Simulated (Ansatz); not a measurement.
# CH₃Cl₂STa: small, medium and large basis sets

An exercise on one series of results from a longer session: the logs are not shown, and one member is left open.

Computed with Ansatz 0.2.0, Gaussian basis. Level: one geometry, several basis sets.

The runs, in order: PBE0-D4/def2-SVP; ωB97M-V/def2-SVP; PBE0-D4/def2-QZVPP; ωB97M-V/def2-QZVPP; the functionals' def2-TZVPP values are taken from earlier runs.

## The relaxed structure

The geometry comes from an earlier relaxation with PBE0-D4 in a triple-zeta def2 set; it is a stationary point, not always the lowest conformer. Ta takes the def2 core potential; no spin-orbit term is included.

8 atoms, charge 0, spin multiplicity 1.

Atoms are counted from 1 here; the program's logs count them from 0.

Bond lengths: C1–Ta2 2.123 Å, C1–H6 1.094 Å, C1–H7 1.094 Å, C1–H8 1.097 Å, Ta2–S3 2.143 Å, Ta2–Cl4 2.281 Å, Ta2–Cl5 2.281 Å. Angles: Ta2–C1–H6 110.8°, Ta2–C1–H7 110.8°, Ta2–C1–H8 109.1°, H6–C1–H7 107.9°, H6–C1–H8 109.1°, H7–C1–H8 109.1°, C1–Ta2–S3 103.6°, C1–Ta2–Cl4 106.9°, C1–Ta2–Cl5 106.9°, S3–Ta2–Cl4 111.1°, S3–Ta2–Cl5 111.1°, Cl4–Ta2–Cl5 116.3°.

Geometry (Å):

| atom | x (Å) | y (Å) | z (Å) |
| --- | --- | --- | --- |
| C1 | -0.7639 | -0.2508 | 0.8031 |
| Ta2 | 0.6609 | 0.2093 | -0.7014 |
| S3 | 2.3398 | -1.0242 | -0.1995 |
| Cl4 | -0.2538 | -0.4195 | -2.6935 |
| Cl5 | 1.1701 | 2.4209 | -0.4760 |
| H6 | -1.0190 | -1.3149 | 0.7850 |
| H7 | -0.3694 | -0.0169 | 1.7967 |
| H8 | -1.6724 | 0.3391 | 0.6297 |

The first run:

The input, in.yaml:

```yaml
crystal:
  periodic: [false, false, false]
  atoms:
    - {symbol: C, position_ang: [-0.763908, -0.250840, 0.803079]}
    - {symbol: Ta, position_ang: [0.660935, 0.209348, -0.701387]}
    - {symbol: S, position_ang: [2.339806, -1.024174, -0.199496]}
    - {symbol: Cl, position_ang: [-0.253807, -0.419463, -2.693523]}
    - {symbol: Cl, position_ang: [1.170070, 2.420851, -0.475962]}
    - {symbol: H, position_ang: [-1.019043, -1.314907, 0.784976]}
    - {symbol: H, position_ang: [-0.369376, -0.016934, 1.796734]}
    - {symbol: H, position_ang: [-1.672374, 0.339119, 0.629677]}
basis:
  gaussian: {orbitals: def2-SVP}
hamiltonian: {xc: pbe0, dispersion: d4}
output: {orbitals: {seedname: orbitals}}
```

Among the steps run: PBE0-D4 in def2-SVP; ωB97M-V in def2-SVP; PBE0-D4 in def2-QZVPP; ωB97M-V in def2-QZVPP.

One table of the session follows, with a row left open; its other results are not shown here.

It belongs to the step «Functionals by basis». 

| functional | basis | HOMO (eV) | LUMO (eV) |
| --- | --- | --- | --- |
| PBE0-D4 | def2-SVP | -8.02 | -2.60 |
| PBE0-D4 | def2-TZVPP | -7.96 | -2.58 |
| PBE0-D4 | def2-QZVPP | -7.97 | -2.61 |
| ωB97M-V | def2-SVP | -10.05 | -0.47 |
| ωB97M-V | def2-TZVPP | ? | ? |
| ωB97M-V | def2-QZVPP | -10.05 | -0.52 |

**Question.** Estimate the row for ωB97M-V, def2-TZVPP.

**Answer.** HOMO (eV): -10.03; LUMO (eV): -0.48. In the column «HOMO (eV)» it lies between ωB97M-V, def2-QZVPP (-10.05) and PBE0-D4, def2-SVP (-8.02).
